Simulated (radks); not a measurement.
# Cd²⁺ in [Kr] 4d10: an all-electron calculation

The task here is to estimate one member of a computed series from the others.

Method: scalar-relativistic Kohn-Sham, SCAN, spin-unpolarised, spherical densities, finite nucleus. Code: radks (a radial shooting solver on a logarithmic mesh, Libxc functionals) version 1.

### The system

```
element            : cadmium (Z = 48)
charge             : +2
electrons          : 46
configuration      : [Kr] 4d10
nuclear rms radius : 4.6087 fm
```

The outer shells:

Cd²⁺
```
[Kr] core
4d [↑↓][↑↓][↑↓][↑↓][↑↓]
```

The first run:

Input:

```text
Z 48
configuration [Kr] 4d10 5s0 5p0
relativity scalar-relativistic
functional scan,scan
spin unpolarised
nucleus finite rms 4.6087 fm
c 137.035999084
```

One of the session's tables, all rows but one given; the rest of the session is left out.

It belongs to the step «Orbitals and density». From the orbitals of this run (lengths in bohr):

| level | <r> | outermost maximum (interpolated) | 90 % within | nodes |
| --- | --- | --- | --- | --- |
| 1s | 0.03040 | 0.0197 | 0.0546 | 0 |
| 2s | 0.1316 | 0.111 | 0.203 | 1 |
| 2p | ? | ? | ? | ? |
| 3s | 0.3574 | 0.323 | 0.526 | 2 |
| 3p | 0.3565 | 0.317 | 0.536 | 1 |
| 3d | 0.3347 | 0.266 | 0.528 | 0 |
| 4s | 0.8823 | 0.798 | 1.28 | 3 |
| 4p | 0.9616 | 0.848 | 1.42 | 2 |
| 4d | 1.246 | 0.979 | 1.96 | 1 |
| 5s | 2.463 | 2.15 | 3.59 | 4 |
| 5p | 3.027 | 2.61 | 4.45 | 3 |

**Question.** Estimate the row for 2p.

**Answer.** <r>: 0.1149; outermost maximum (interpolated): 0.0890; 90 % within: 0.187; nodes: 0. In the column «<r>» it lies between 1s (0.03040) and 2s (0.1316).
